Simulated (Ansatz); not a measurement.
Write a Python script for the Ansatz DFT code, driven from Python that makes a comparison of functionals at one structure of Tl, space group Im-3m. Level of theory (first run): BLYP, PAW, the default cutoff (420 eV here), 10×10×10 k-points, Fermi-Dirac smearing of 0.1 eV. The script varies functional: blyp, r2scan, lda.

Input file `tl.cif`:
```cif
data_Tl
_cell_length_a 3.361911
_cell_length_b 3.361911
_cell_length_c 3.361911
_cell_angle_alpha 109.47122
_cell_angle_beta 109.47122
_cell_angle_gamma 109.47122
_symmetry_space_group_name_H-M 'P 1'
_symmetry_Int_Tables_number 1
loop_
_symmetry_equiv_pos_as_xyz
'x, y, z'
loop_
_atom_site_label
_atom_site_type_symbol
_atom_site_fract_x
_atom_site_fract_y
_atom_site_fract_z
Tl1 Tl    0.000000    0.000000    0.000000
```

The script, `tl.py`:
```python
'''One structure of Tl under several functionals.'''

import csv

import ansatz as az
from ase.io import read

KMESH = (10, 10, 10)
SMEARING = 'fermi_dirac'
SMEARING_WIDTH = 0.1

atoms = read('tl.cif')
cell = az.Crystal.from_ase(atoms)

setup = cell.calculation()
setup = setup.kpoints(*KMESH)
setup = setup.occupations(SMEARING, width=SMEARING_WIDTH)
setup = setup.stress()

rows = []
for value in ['blyp', 'r2scan', 'lda']:
    summary = setup.functional(value).run().report
    rows.append((value, summary['free_energy_ev'] / len(summary['lattice']['sites']), summary['n_iterations'], sum(summary['stress_gpa'][i][i] for i in range(3)) / 3, summary['n_kpoints']))

with open('xc.csv', 'w', newline='') as handle:
    writer = csv.writer(handle)
    writer.writerow(['functional', 'F/atom (eV)', 'iterations', 'P (GPa)', 'k-points'])
    writer.writerows([round(v, 5) if isinstance(v, float) else v for v in row] for row in rows)
print(open('xc.csv').read())
```

```console
$ python tl.py
DeckWarning: basis.ecutwfc = 420 eV, auto-derived from the records' recommended cutoffs: set by Tl (normal level)
DeckWarning: basis.ecutwfc = 500 eV, auto-derived from the records' recommended cutoffs: set by Tl (their level for a meta-GGA)
functional,F/atom (eV),iterations,P (GPa),k-points
blyp,-11471.96474,6,5.76574,47
r2scan,-11458.59372,6,0.88118,47
lda,-11146.58554,6,-2.5621,47
```
(Warnings from the package without file and line.)

From lowest to highest: LDA (-2.6 GPa), r2SCAN (0.9 GPa) and BLYP (5.8 GPa). At a fixed cell a lower pressure usually means a smaller equilibrium volume, so LDA prefers the smallest cell and BLYP the largest.

Caveats:
- BLYP can be off by several per cent in the lattices of metals, and by several GPa in the pressure at a fixed cell.
- For a metal this k-point mesh is coarse: on a finer one energies can move by several to tens of meV an atom and pressures by half a GPa or more, differences at one mesh by less.
- Pressure is positive in compression.
- Spin-orbit coupling, which matters for elements this heavy, is left out.
- This isn't the structure that Tl takes at ambient conditions.
- Total energies of different functionals can't be compared; pressures, moments and gaps at this one structure can.
- Finished in 5.1 s on 1 thread of Arm Neoverse V2, on a shared host, peak memory 0.47 GiB.
